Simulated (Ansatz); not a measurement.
# Au: an axial (c/a) deformation path

One table from this session's results is given with a row withheld; the runs are named, their logs left out.

This is Au in the hcp structure; at room conditions it is fcc.

Program: Ansatz 0.2.0. Level of theory: DFT LDA, scalar-relativistic, plane waves, PAW. These are calculated values, not measurements.

## The starting structure

Symmetry: P6_3/mmc, No. 194, hexagonal system. Conventional cell: a = 2.900 Å, b = 2.900 Å, c = 4.880 Å, α = 90.00°, β = 90.00°, γ = 120.00°. Au (site symmetry -6m2) has 12 Au at 2.90 to 2.96 Å as nearest neighbours.

As a file:

```cif
data_structure
_symmetry_space_group_name_H-M 'P6_3/mmc'
_symmetry_Int_Tables_number 194
_cell_length_a 2.9000
_cell_length_b 2.9000
_cell_length_c 4.8800
_cell_angle_alpha 90.000
_cell_angle_beta 90.000
_cell_angle_gamma 120.000
_cell_volume 35.54
loop_
_atom_site_label
_atom_site_type_symbol
_atom_site_symmetry_multiplicity
_atom_site_Wyckoff_symbol
_atom_site_fract_x
_atom_site_fract_y
_atom_site_fract_z
_atom_site_occupancy
Au1 Au 2 d 0.33333 0.66667 0.75000 1
```

No relaxation comes first: the listed cell is the starting point.

Set-up of the first run:

input.yaml

```yaml
crystal:
  lattice:
    - [2.8999984104, 0.0, 0.0]
    - [-1.4499992052, 2.5114722944, 0.0]
    - [0.0, 0.0, 4.88]
  atoms:
    - { symbol: Au, position: [0.3333333333, 0.6666666667, 0.75] }
    - { symbol: Au, position: [0.6666666667, 0.3333333333, 0.25] }
basis:
  ecutwfc: 420
kpoints:
  mp_grid: { grid: [21, 21, 12] }
hamiltonian:
  xc: lda
scf:
  occupations: { method: gaussian, width: 0.15 }
output:
  forces: true
  stress: true
  eigenvalues: true
```

Steps of the session up to this table: The reference: the undisturbed cell on the scan's mesh; ρ = 0.850; Point ρ = 1.200; At ρ = 0.920; ρ = 1.100.

One of the session's tables, all rows but one given; the rest of the session is left out.

| ρ | ΔE (meV/atom) | pressure (GPa) |
| --- | --- | --- |
| 0.850 | 57.1 | -7.6 |
| 0.920 | ? | ? |
| 1.000 | 0.0 | -10.9 |
| 1.100 | 22.9 | -8.4 |
| 1.200 | 82.1 | -2.6 |

Estimate the missing values for ρ = 0.920.

Worked estimate for «ΔE (meV/atom)». A straight line through the neighbours (0.850, 57.1) and (1.000, 0.0) gives 57.1 + (0.0 − 57.1) × (0.920 − 0.850) / (1.000 − 0.850) = 30.5; a parabola fitted to 3 rows on both sides gives 16.8.

**Answer.** ΔE (meV/atom): 18.7; pressure (GPa): -10.1. In «ΔE (meV/atom)» the line misses by +11.8 and the parabola by -1.9.
